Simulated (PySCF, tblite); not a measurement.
# C₅H₁₂N₂OSi: geometry, infrared bands and NMR shifts

Wanted: the infrared bands and NMR shifts of C₅H₁₂N₂OSi (`C/C=C\[Si@H](NC)C(N)=O`), by calculation.

Programs: tblite 0.8.0 and PySCF 2.14.0, with density-fitted response routines of our own. Each step states its level of theory. These are calculated values for one molecule in the gas phase, unless marked as measured. Atoms are numbered from 0 throughout.

## Step 1: The starting structure

21 atoms, charge 0, multiplicity 1; geometry from: force field or distance geometry start.

Bonds of the start (Å): C0–C1 1.48, C1–C2 1.32, C2–Si3 1.84, Si3–N4 1.79, N4–C5 1.47, Si3–C6 1.83, C6–N7 1.43, C6–O8 1.26, C0–H9 1.12, C0–H10 1.10, C0–H11 1.10, C1–H12 1.12, C2–H13 1.10, Si3–H14 1.50, N4–H15 1.05, C5–H16 1.09, C5–H17 1.10, C5–H18 1.13, N7–H19 1.03, N7–H20 1.05.

## Step 2: Relaxing the molecule with GFN2-xTB

The job: settings as JSON, then the geometry in Å.

```
{"job": {"kind": "relax", "xc": "GFN2-xTB", "basis": "xTB"}, "charge": 0, "multiplicity": 1}
C      2.301200    -0.419200    -0.885400
C      2.093100    -0.206700     0.568400
C      0.926100     0.081200     1.115000
Si    -0.612200     0.285300     0.122200
N     -0.875200    -1.020900    -1.067000
C     -1.152000    -2.273200    -0.355600
C     -0.788100     1.925100    -0.669500
N     -1.708100     2.883800    -0.133300
O     -0.111900     2.257000    -1.683000
H      3.193600    -1.088300    -0.957000
H      1.480500    -0.939900    -1.390000
H      2.595700     0.505200    -1.408300
H      2.970800    -0.309500     1.250200
H      0.858600     0.220900     2.203300
H     -1.739000     0.143800     1.094500
H     -1.773000    -0.787800    -1.556100
H     -2.084100    -2.202100     0.206000
H     -1.205600    -3.075000    -1.104300
H     -0.295100    -2.409400     0.362000
H     -1.724100     3.832700    -0.533100
H     -2.360300     2.614000     0.643700
```

Started as:

```bash
> OMP_NUM_THREADS=1 python probes_run.py task.json out
```

This one command runs all jobs of the session in turn.

Log:

```text
step      E/eV     max force
  0    -772.79600    4.889
  1    -773.15885    3.750
  2    -773.29093    1.314
  3    -773.35310    0.668
  4    -773.41501    0.499
  5    -773.45146    0.586
  6    -773.48666    0.514
  7    -773.51198    0.393
  8    -773.53102    0.289
  9    -773.54603    0.301
 10    -773.55861    0.297
 11    -773.56979    0.284
 12    -773.57929    0.249
 13    -773.58652    0.176
 14    -773.59229    0.200
 15    -773.59721    0.137
 16    -773.60147    0.134
 17    -773.60473    0.120
 18    -773.60707    0.118
 19    -773.60913    0.116
 20    -773.61130    0.186
 21    -773.61355    0.195
 22    -773.61571    0.111
 23    -773.61760    0.086
 24    -773.61907    0.105
 25    -773.62094    0.143
 26    -773.62289    0.107
 27    -773.62487    0.092
 28    -773.62679    0.107
 29    -773.62891    0.172
 30    -773.63145    0.187
 31    -773.63436    0.126
 32    -773.63721    0.122
 33    -773.63973    0.115
 34    -773.64196    0.141
 35    -773.64416    0.110
 36    -773.64641    0.102
 37    -773.64854    0.120
 38    -773.65068    0.157
 39    -773.65316    0.168
 40    -773.65558    0.109
 41    -773.65728    0.092
 42    -773.65827    0.056
 43    -773.65896    0.081
 44    -773.65960    0.077
 45    -773.66027    0.052
 46    -773.66094    0.040
 47    -773.66132    0.044
 48    -773.66205    0.050
 49    -773.66264    0.049
 50    -773.66314    0.049
 51    -773.66349    0.042
 52    -773.66386    0.053
 53    -773.66435    0.062
 54    -773.66507    0.073
 55    -773.66607    0.081
 56    -773.66734    0.072
 57    -773.66873    0.085
 58    -773.67026    0.092
 59    -773.67215    0.140
 60    -773.67232    0.344
 61    -773.67606    0.125
 62    -773.67794    0.098
 63    -773.68280    0.158
 64    -773.68509    0.193
 65    -773.68982    0.175
 66    -773.69283    0.107
 67    -773.69461    0.178
 68    -773.69617    0.189
 69    -773.69825    0.150
 70    -773.70248    0.305
 71    -773.70548    0.130
 72    -773.70753    0.096
 73    -773.71085    0.213
 74    -773.71283    0.078
 75    -773.71396    0.064
 76    -773.71597    0.083
 77    -773.71640    0.055
 78    -773.71670    0.036
 79    -773.71723    0.047
 80    -773.71753    0.043
 81    -773.71793    0.041
 82    -773.71828    0.047
 83    -773.71872    0.042
 84    -773.71921    0.047
 85    -773.71970    0.053
 86    -773.72014    0.048
 87    -773.72055    0.041
 88    -773.72097    0.040
 89    -773.72139    0.044
 90    -773.72177    0.034
 91    -773.72205    0.043
 92    -773.72229    0.047
 93    -773.72257    0.057
 94    -773.72295    0.036
 95    -773.72339    0.044
 96    -773.72374    0.049
 97    -773.72414    0.057
 98    -773.72466    0.079
 99    -773.72542    0.066
100    -773.72625    0.059
101    -773.72688    0.058
102    -773.72727    0.135
103    -773.72777    0.050
104    -773.72820    0.036
105    -773.72854    0.054
106    -773.72875    0.034
107    -773.72893    0.033
108    -773.72926    0.036
109    -773.72960    0.042
110    -773.73002    0.053
111    -773.73049    0.054
112    -773.73103    0.049
113    -773.73157    0.102
114    -773.73229    0.065
115    -773.73351    0.076
116    -773.73435    0.088
117    -773.73517    0.093
118    -773.73579    0.083
119    -773.73628    0.056
120    -773.73673    0.046
121    -773.73719    0.051
122    -773.73769    0.071
123    -773.73834    0.098
124    -773.73905    0.118
125    -773.74039    0.066
126    -773.74202    0.060
127    -773.74299    0.076
128    -773.74351    0.113
129    -773.74409    0.072
130    -773.74465    0.062
131    -773.74513    0.052
132    -773.74540    0.044
133    -773.74590    0.071
134    -773.74643    0.045
135    -773.74692    0.051
136    -773.74739    0.040
137    -773.74779    0.038
138    -773.74825    0.040
139    -773.74863    0.045
140    -773.74893    0.084
141    -773.74921    0.038
142    -773.74945    0.053
143    -773.74966    0.070
144    -773.74993    0.074
145    -773.75029    0.069
146    -773.75064    0.050
147    -773.75091    0.038
148    -773.75114    0.040
149    -773.75140    0.039
150    -773.75174    0.038
151    -773.75210    0.102
152    -773.75264    0.057
153    -773.75329    0.076
154    -773.75406    0.089
155    -773.75474    0.055
156    -773.75485    0.255
157    -773.75583    0.048
158    -773.75612    0.043
159    -773.75641    0.063
160    -773.75658    0.048
161    -773.75680    0.032
162    -773.75698    0.035
163    -773.75722    0.036
164    -773.75758    0.057
165    -773.75803    0.065
166    -773.75822    0.149
167    -773.75869    0.041
168    -773.75891    0.030
169    -773.75913    0.052
170    -773.75924    0.025
171    -773.75934    0.020
172    -773.75943    0.019
173    -773.75948    0.019
174    -773.75954    0.017
175    -773.75963    0.013
176    -773.75966    0.014
177    -773.75971    0.018
178    -773.75976    0.021
179    -773.75981    0.019
180    -773.75984    0.017
181    -773.75987    0.012
182    -773.75990    0.014
183    -773.75993    0.013
184    -773.75997    0.020
185    -773.76000    0.020
186    -773.76005    0.023
187    -773.76010    0.021
188    -773.76016    0.019
189    -773.76022    0.018
190    -773.76030    0.022
191    -773.76040    0.031
192    -773.76050    0.034
193    -773.76058    0.026
194    -773.76065    0.015
195    -773.76070    0.015
196    -773.76074    0.014
197    -773.76078    0.019
198    -773.76082    0.016
199    -773.76085    0.018
200    -773.76089    0.017
201    -773.76094    0.026
202    -773.76099    0.024
203    -773.76105    0.023
204    -773.76111    0.021
205    -773.76118    0.017
206    -773.76124    0.021
207    -773.76129    0.017
208    -773.76133    0.017
209    -773.76135    0.009
```

It took 1.5 s on 1 thread of Arm Neoverse V2, shared host; peak memory 0.18 GiB.

Step by step: (not every step is listed)

```csv
step,energy from step 0 (eV),largest force (eV/Å)
0,0.0000,4.8886
1,-0.3628,3.7499
2,-0.4949,1.3143
3,-0.5571,0.6684
4,-0.6190,0.4994
5,-0.6555,0.5864
6,-0.6907,0.5136
7,-0.7160,0.3932
8,-0.7350,0.2893
27,-0.8289,0.0919
46,-0.8649,0.0404
65,-0.8938,0.1750
84,-0.9232,0.0471
103,-0.9318,0.0505
122,-0.9417,0.0706
141,-0.9532,0.0379
160,-0.9606,0.0482
179,-0.9638,0.0195
198,-0.9648,0.0159
204,-0.9651,0.0213
205,-0.9652,0.0175
206,-0.9652,0.0206
207,-0.9653,0.0169
208,-0.9653,0.0172
209,-0.9653,0.0094
```

Close pairs (by a distance rule), those that changed most:

```csv
bond,before (Å),after (Å),change (Å)
Si3–C6,1.829,1.918,+0.088
C6–N7,1.433,1.352,-0.081
Si3–N4,1.786,1.712,-0.074
N7–H20,1.050,1.003,-0.047
C2–Si3,1.842,1.887,+0.045
C6–O8,1.263,1.218,-0.045
N4–H15,1.049,1.010,-0.038
C5–H18,1.126,1.088,-0.038
```

The final coordinates are the input of the step that follows.

## Step 3: Vibrational analysis with GFN2-xTB

The job: settings as JSON, then the geometry in Å.

```
{"job": {"kind": "ir", "xc": "GFN2-xTB", "basis": "xTB"}, "charge": 0, "multiplicity": 1}
C      2.119005     0.157454    -0.782768
C      1.842069     0.074934     0.678755
C      0.635336     0.053534     1.233398
Si    -1.024839     0.108362     0.337650
N     -1.158877    -1.184639    -0.776919
C     -1.073335    -2.583868    -0.436460
C     -1.181958     1.649197    -0.793166
N     -0.636411     2.795903    -0.329330
O     -1.770136     1.616860    -1.859221
H      2.654490    -0.734470    -1.107282
H      1.198472     0.241634    -1.352979
H      2.755585     1.016232    -0.996775
H      2.729541     0.027682     1.303631
H      0.587815    -0.012338     2.314073
H     -2.064164     0.216827     1.385432
H     -1.717987    -1.015042    -1.601285
H     -2.039926    -3.006298    -0.141804
H     -0.692017    -3.154484    -1.285408
H     -0.383886    -2.697254     0.397688
H     -0.687457     3.638465    -0.882792
H     -0.100239     2.808251     0.518220
```

Log:

```text
mode    cm-1     km/mol
  1      23.6     10.44
  2      32.6      0.23
  3      72.0      2.64
  4      84.7      3.29
  5      97.3      0.93
  6     122.5      0.63
  7     141.1      1.06
  8     154.5      4.65
  9     239.0      5.96
 10     278.3      8.98
 11     291.1      5.05
 12     295.4    150.43
 13     349.7      9.27
 14     406.8     10.55
 15     473.3     46.80
 16     511.7     61.99
 17     540.9    113.72
 18     614.4     66.96
 19     628.9     24.43
 20     665.1     41.18
 21     675.0     31.63
 22     709.4     67.45
 23     754.0    156.63
 24     843.8    145.95
 25     951.1      0.21
 26     980.5      6.67
 27    1034.5     19.21
 28    1038.3      0.51
 29    1068.4     24.82
 30    1073.5     14.64
 31    1108.0      1.77
 32    1163.6     64.93
 33    1243.9      1.54
 34    1270.9    131.39
 35    1346.1      0.38
 36    1358.3     76.80
 37    1401.5     10.56
 38    1420.8      0.97
 39    1459.1     64.35
 40    1466.2      8.16
 41    1475.4     11.10
 42    1490.9      1.32
 43    1501.7      2.79
 44    1683.9     85.56
 45    1708.0    373.61
 46    2110.2    370.36
 47    2915.2     75.43
 48    2975.6     49.24
 49    2995.4     23.53
 50    2998.0     46.85
 51    3011.6     36.66
 52    3026.4     26.63
 53    3030.6     72.43
 54    3057.7     35.00
 55    3421.0      0.20
 56    3426.5      5.75
 57    3539.1      3.89
```

Run time: 0.77 s. Hardware: 1 thread of Arm Neoverse V2, shared host; peak memory 0.18 GiB.

The strongest bands and the atoms that carry them (share of the mass-weighted mode):

```csv
cm⁻¹,km/mol,atoms
295,150.4,"H20 65 %, N7 20 %"
541,113.7,"C1 29 %, Si3 20 %, C2 16 %, H10 10 %"
754,156.6,"Si3 29 %, C2 22 %, H14 18 %"
844,145.9,"Si3 41 %, N4 24 %, C5 12 %"
1271,131.4,"C6 57 %, N7 18 %, H19 17 %"
1684,85.6,"C1 53 %, C2 42 %"
1708,373.6,"C6 61 %, O8 36 %"
2110,370.4,H14 97 %
```

## Step 4: Nuclear shieldings: PBE0/pcSseg-1

The job, as its differences from that of step 3:

```diff
@@ -1,2 +1,2 @@
-{"job": {"kind": "ir", "xc": "GFN2-xTB", "basis": "xTB"}, "charge": 0, "multiplicity": 1}
+{"job": {"kind": "nmr", "xc": "PBE0", "basis": "pcSseg-1"}, "charge": 0, "multiplicity": 1}
 C      2.119005     0.157454    -0.782768
```

With the program's defaults for keys left out, this is: GIAO PBE0/pcSseg-1 NMR shielding, non-relativistic, gas phase.

Log:

```text
coarse grid: 17704 points
cycle   1  E = -671.1387508430  dE =  1.158e+00  |g| = 9.162e-01  |ddm| = 4.106e+00
cycle   2  E = -670.5097425125  dE =  6.290e-01  |g| = 1.951e+00  |ddm| = 2.494e+00
cycle   3  E = -671.2962384461  dE = -7.865e-01  |g| = 3.090e-01  |ddm| = 1.978e+00
cycle   4  E = -671.3156302637  dE = -1.939e-02  |g| = 1.024e-01  |ddm| = 3.246e-01
cycle   5  E = -671.3176487426  dE = -2.018e-03  |g| = 3.004e-02  |ddm| = 9.322e-02
cycle   6  E = -671.3178462592  dE = -1.975e-04  |g| = 8.653e-03  |ddm| = 2.910e-02
cycle   7  E = -671.3178628989  dE = -1.664e-05  |g| = 2.875e-03  |ddm| = 9.273e-03
cycle   8  E = -671.3178647170  dE = -1.818e-06  |g| = 1.020e-03  |ddm| = 3.025e-03
final grid: 165624 points
cycle   9  E = -671.3753421534  dE = -2.527e-05  |g| = 1.406e-02  |ddm| = 3.144e-02
cycle  10  E = -671.3752492192  dE =  9.293e-05  |g| = 2.605e-02  |ddm| = 2.819e-02
cycle  11  E = -671.3753808257  dE = -1.316e-04  |g| = 3.527e-03  |ddm| = 1.967e-02
cycle  12  E = -671.3753834626  dE = -2.637e-06  |g| = 3.515e-04  |ddm| = 2.908e-03
cycle  13  E = -671.3753834836  dE = -2.097e-08  |g| = 1.755e-04  |ddm| = 4.894e-04
cycle  14  E = -671.3753834899  dE = -6.237e-09  |g| = 3.757e-05  |ddm| = 1.645e-04
cycle  15  E = -671.3753834901  dE = -2.901e-10  |g| = 1.206e-05  |ddm| = 5.055e-05
converged SCF energy = -671.3753834901

GIAO shielding tensors (ppm)
atom      isotropic    diamagn.    paramagn.     s11        s22        s33       span
  0 C      162.399     252.127     -89.728    146.933    160.332    179.931     32.997
  1 C       24.177     255.793    -231.616   -103.491     17.285    158.737    262.228
  2 C       58.910     264.250    -205.339    -49.452     63.935    162.247    211.699
  3 Si     403.457     883.109    -479.653    351.619    396.593    462.158    110.539
  4 N      251.725     325.317     -73.592    222.335    244.684    288.156     65.821
  5 C      156.573     242.166     -85.592    132.171    150.063    187.485     55.314
  6 C        2.149     254.433    -252.284    -85.359    -10.449    102.255    187.614
  7 N      136.579     323.562    -186.983     18.839    154.644    236.254    217.416
  8 O     -141.102     399.971    -541.073   -526.191   -229.417    332.303    858.494
  9 H       29.734      30.463      -0.729     26.664     27.192     35.347      8.682
 10 H       29.097      34.480      -5.383     25.100     28.890     33.299      8.199
 11 H       29.926      30.130      -0.204     26.946     27.252     35.578      8.632
 12 H       24.535      30.989      -6.454     22.901     23.523     27.183      4.282
 13 H       25.902      33.090      -7.188     25.009     25.402     27.294      2.285
 14 H       26.616      30.122      -3.506     23.040     24.759     32.049      9.010
 15 H       30.874      34.020      -3.146     20.511     30.313     41.798     21.288
 16 H       28.805      27.003       1.802     23.260     26.543     36.611     13.351
 17 H       28.826      28.378       0.448     23.777     26.561     36.139     12.361
 18 H       29.155      30.265      -1.111     24.264     28.844     34.356     10.092
 19 H       26.671      29.964      -3.293     21.173     24.161     34.680     13.507
 20 H       26.458      34.296      -7.838     21.879     26.950     30.545      8.666
```

Wall time 36 s (1 thread of Arm Neoverse V2, shared host); peak memory 0.9 GiB.

Shifts follow as δ = σ(reference) − σ, with reference shieldings (ppm) from runs at the same level and on the same kind of geometry: 1H TMS 31.72, 13C TMS 186.9, 29Si TMS 349.2, 15N NH3 267.7, 17O H2O 336.1. The references are single molecules in the gas phase, so shifts against H2O, NH3, PH3, H3PO4 or CFCl3 are not on the usual liquid scales and can be off by tens of ppm. Atoms listed in one row are averaged.

```
        atoms                              environment  σ (ppm)  δ (ppm)  δ scaled to CDCl3
           C6                          carbonyl carbon      2.1    184.8              178.4
           C1                                alkene CH     24.2    162.7              156.9
           C2                                alkene CH     58.9    128.0              123.0
           C5                methyl carbon bonded to N    156.6     30.4               27.7
           C0                    allylic methyl carbon    162.4     24.5               22.0
          H12                 hydrogen on an alkene CH    24.54     7.18               6.88
          H13                 hydrogen on an alkene CH    25.90     5.82               5.59
     H19, H20       hydrogen on an amide-type nitrogen    26.56     5.15                  –
          H14   hydrogen on a silicon bonded to 2 C, N    26.62     5.10                  –
H16, H17, H18  hydrogen on a methyl carbon bonded to N    28.93     2.79               2.73
 H9, H10, H11     hydrogen on an allylic methyl carbon    29.59     2.13               2.11
          H15   hydrogen on a nitrogen bonded to C, Si    30.87     0.84                  –
          Si3              silicon bonded to 2 C, N, H    403.5    -54.3                  –
           N7                      amide-type nitrogen    136.6    131.2                  –
           N4              nitrogen bonded to C, Si, H    251.7     16.0                  –
           O8               amide-type carbonyl oxygen   -141.1    477.2                  –
```

The scaled column applies a straight-line fit of computed shieldings to shifts measured in CDCl3 (root-mean-square error 0.16 ppm for H, 1.9 ppm for C).

Charges from the same density, by scheme (e):

| atoms | Mulliken | IAO | Hirshfeld | ESP fit |
| --- | --- | --- | --- | --- |
| C0 | -0.26 | -0.43 | -0.12 | -0.23 |
| C1 | -0.16 | -0.08 | -0.02 | -0.04 |
| C2 | -0.51 | -0.49 | -0.16 | -0.38 |
| Si3 | 0.96 | 0.95 | 0.37 | 0.46 |
| N4 | -0.71 | -0.67 | -0.24 | -0.46 |
| C5 | -0.09 | -0.30 | -0.07 | -0.02 |
| C6 | 0.15 | 0.19 | 0.08 | 0.46 |
| N7 | -0.38 | -0.50 | -0.17 | -0.76 |
| O8 | -0.44 | -0.49 | -0.29 | -0.51 |

Mayer bond orders: C0–C1 1.07, C1–C2 1.92, C2–Si3 0.86, Si3–N4 1.01, N4–C5 0.98, Si3–C6 0.80, C6–N7 1.18, C6–O8 1.85.

## Step 5: Results

```
                                                              quantity                                         value
                             strongest single infrared mode (GFN2-xTB)                         1708 cm⁻¹, 374 km/mol
                                          zero-point energy (GFN2-xTB)                                104.0 kcal/mol
                                13C shifts against TMS (PBE0/pcSseg-1)           184.8, 162.7, 128.0, 30.4, 24.5 ppm
1H shifts against TMS (PBE0/pcSseg-1, means over atoms taken as alike)  7.18, 5.82, 5.15, 5.10, 2.79, 2.13, 0.84 ppm
                               29Si shifts against TMS (PBE0/pcSseg-1)                                     -54.3 ppm
                                15N shifts against NH3 (PBE0/pcSseg-1)                               131.2, 16.0 ppm
                                17O shifts against H2O (PBE0/pcSseg-1)                                     477.2 ppm
```

In words: Over 209 steps the energy fell by 0.965 eV; of the close pairs, Si3–C6 changed most, 1.829 to 1.918 Å. All 57 modes are real, so the xTB geometry is a minimum. The strongest single mode, at 1708 cm⁻¹, moves mainly C6 and O8. Unscaled tight-binding wavenumbers are off by several per cent, some by more. Its intensities can rank the bands wrongly. At PBE0/pcSseg-1: The largest span, 858 ppm, is at O8, where the paramagnetic term is -541 ppm.
